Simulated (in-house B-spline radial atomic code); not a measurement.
# Os⁷⁺: binding energies from hole states

How much more does a second hole in Os⁷⁺ cost because of the first?

The numbers are computed with in-house B-spline radial atomic code version 1 (Dirac-Hartree-Fock, average of configuration, Fermi nucleus, basis-set limit), except any that are marked as measured or tabulated.

## 1. The atom as given

| Item | Value |
| --- | --- |
| element | osmium (Z = 76) |
| charge | +7 |
| electrons | 69 |
| configuration | [Xe] 4f14 5d1 |
| Hamiltonian | Dirac-Coulomb |
| nucleus | Fermi, rms radius 5.413 fm |

Outer shells as boxes (Hund's rule):

[Xe] 4f14 5d1
```
[Xe] core
4f [↑↓][↑↓][↑↓][↑↓][↑↓][↑↓][↑↓]
5d [↑ ][  ][  ][  ][  ]
```

The boxes draw the filling by Hund's rule, which heavy ions in jj coupling don't follow; these runs average over all states of the configuration.

Input settings:

```ini
Z = 76
electrons = 69.0
configuration = [Xe] 4f14 5d1
hamiltonian = dirac
method = hf
spin_polarised = False
nucleus = fermi
rms_radius = 5.4126
mass_number = 192
atomic_mass = 191.961478765
speed_of_light = 137.035999084
```

This reference run was done before. Its total energy is -17260.157645 hartree, and its levels are (the highest eight at most):

| orbital | occupation | energy (eV) | <r> (bohr) |
| --- | --- | --- | --- |
| 4d5/2 | 6 | -402.48 | 0.4933 |
| 5s1/2 | 2 | -203.40 | 0.9939 |
| 4f5/2 | 6 | -171.56 | 0.5409 |
| 4f7/2 | 8 | -168.58 | 0.5482 |
| 5p1/2 | 2 | -164.57 | 1.064 |
| 5p3/2 | 4 | -150.47 | 1.139 |
| 5d3/2 | 0.4 | -101.37 | 1.372 |
| 5d5/2 | 0.6 | -99.741 | 1.400 |

Single holes known from earlier runs (ΔSCF): 2p1/2 12549.8 eV, 3s 3182.73 eV, 3p1/2 2921.56 eV, 3d3/2 2151.26 eV, 3d5/2 2079.08 eV, 4s 780.19 eV, 4p1/2 670.10 eV, 4f5/2 164.65 eV, 5p3/2 149.64 eV.

## 2. The 3p1/2 and 3d5/2 holes

In configurations, a minus sign after the shell means j = l − 1/2 and a plus sign j = l + 1/2; the count of electrons follows.

Input settings:

```ini
Z = 76
electrons = 67.0
configuration = 1s2 2s2 2p6 3s2 3p-1 3p+4 3d-4 3d+5 4s2 4p6 4d10 4f14 5s2 5p6 5d1
hamiltonian = dirac
method = hf
spin_polarised = False
nucleus = fermi
rms_radius = 5.4126
mass_number = 192
atomic_mass = 191.961478765
speed_of_light = 137.035999084
```

## 3. The 2p1/2 and 4p1/2 holes

Input settings:

```ini
Z = 76
electrons = 67.0
configuration = 1s2 2s2 2p-1 2p+4 3s2 3p6 3d10 4s2 4p-1 4p+4 4d10 4f14 5s2 5p6 5d1
hamiltonian = dirac
method = hf
spin_polarised = False
nucleus = fermi
rms_radius = 5.4126
mass_number = 192
atomic_mass = 191.961478765
speed_of_light = 137.035999084
```

## 4. The 3d3/2 and 4f5/2 holes

Input settings:

```ini
Z = 76
electrons = 67.0
configuration = 1s2 2s2 2p6 3s2 3p6 3d-3 3d+6 4s2 4p6 4d10 4f-5 4f+8 5s2 5p6 5d1
hamiltonian = dirac
method = hf
spin_polarised = False
nucleus = fermi
rms_radius = 5.4126
mass_number = 192
atomic_mass = 191.961478765
speed_of_light = 137.035999084
```

## 5. The 3s and 3d3/2 holes

Changes to the settings of step 4:

```diff
@@ -2,3 +2,3 @@
 electrons = 67.0
-configuration = 1s2 2s2 2p6 3s2 3p6 3d-3 3d+6 4s2 4p6 4d10 4f-5 4f+8 5s2 5p6 5d1
+configuration = 1s2 2s2 2p6 3s1 3p6 3d-3 3d+6 4s2 4p6 4d10 4f14 5s2 5p6 5d1
 hamiltonian = dirac
```

## 6. The 4s and 5p3/2 holes

Changes to the settings of step 5:

```diff
@@ -2,3 +2,3 @@
 electrons = 67.0
-configuration = 1s2 2s2 2p6 3s1 3p6 3d-3 3d+6 4s2 4p6 4d10 4f14 5s2 5p6 5d1
+configuration = 1s2 2s2 2p6 3s2 3p6 3d10 4s1 4p6 4d10 4f14 5s2 5p-2 5p+3 5d1
 hamiltonian = dirac
```

Q: What does each hole state cost in eV, and how does that compare with the orbital energies or single holes?

As calculated:

| two holes | ΔSCF (eV) | less the two single holes (eV) |
| --- | --- | --- |
| 3p1/2 and 3d5/2 | 5076.84 | 76.21 |
| 2p1/2 and 4p1/2 | 13264.0 | 44.12 |
| 3d3/2 and 4f5/2 | 2351.69 | 35.77 |
| 3s and 3d3/2 | 5406.39 | 72.39 |
| 4s and 5p3/2 | 952.39 | 22.55 |

**Reading.** Two holes cost more than the sum of each, because the second electron leaves a more charged ion. The excess runs from 22.6 eV (4s and 5p3/2) to 76.2 eV (3p1/2 and 3d5/2); it tends to be largest where both holes are compact. Two partly filled shells share a symmetry and can mix in the average, which may lower the energy, in these hole states: 3p1/2 and 3d5/2; 2p1/2 and 4p1/2; 3d3/2 and 4f5/2; 3s and 3d3/2; 3d3/2; 3d5/2. Values are for the free ion, measured from the vacuum level.
